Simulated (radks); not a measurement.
**Ionisation of Hg³⁺: one atom, several choices of relativity**

One table from this session's results is given with a row withheld; the runs are named, their logs left out.

The numbers are computed with radks (a radial shooting solver on a logarithmic mesh, Libxc functionals) version 1 (Kohn-Sham, BLYP, spin-unpolarised, spherical densities), except any that are marked as measured or tabulated.

## The system

| Quantity | Value |
| --- | --- |
| element | mercury (Z = 80) |
| charge | +3 |
| electrons | 77 |
| configuration | [Xe] 4f14 5d9 |
| ion | Hg⁴⁺, [Xe] 4f14 5d8 |
| choices | non-relativistic; scalar-relativistic; Dirac, 2j+1 shares; Dirac, low j first; scalar-relativistic, finite nucleus; Dirac, 2j+1 shares, finite nucleus; Dirac, c × 0.85; Dirac, c × 5; Dirac, c × 0.75 |

Set-up of the first run:

The run's settings:

```text
Z 80
configuration [Xe] 4f14 5d9
relativity non-relativistic
functional b88,lyp
spin unpolarised
nucleus point
```

Among the steps run: non-relativistic: Hg³⁺.

One of the session's tables, all rows but one given; the rest of the session is left out.

It belongs to the step «non-relativistic: Hg³⁺». Sizes of the orbitals, from the radial functions (bohr):

| level | <r> | outermost maximum (interpolated) | 90 % within | nodes |
| --- | --- | --- | --- | --- |
| 3d | 0.1669 | 0.138 | 0.258 | 0 |
| 4s | 0.4412 | 0.415 | 0.631 | 3 |
| 4p | 0.4448 | 0.414 | 0.643 | 2 |
| 4d | 0.4515 | 0.406 | 0.672 | 1 |
| 4f | ? | ? | ? | ? |
| 5s | 0.9961 | 0.913 | 1.42 | 4 |
| 5p | 1.076 | 0.965 | 1.55 | 3 |
| 5d | 1.372 | 1.14 | 2.07 | 2 |

Q: Estimate the row for 4f from the others.

**Answer.** <r>: 0.4713; outermost maximum (interpolated): 0.361; 90 % within: 0.750; nodes: 0. In the column «<r>» it lies between 4d (0.4515) and 5s (0.9961).

To keep in mind: Spin polarisation and multiplet splitting of open shells are left out at every level.
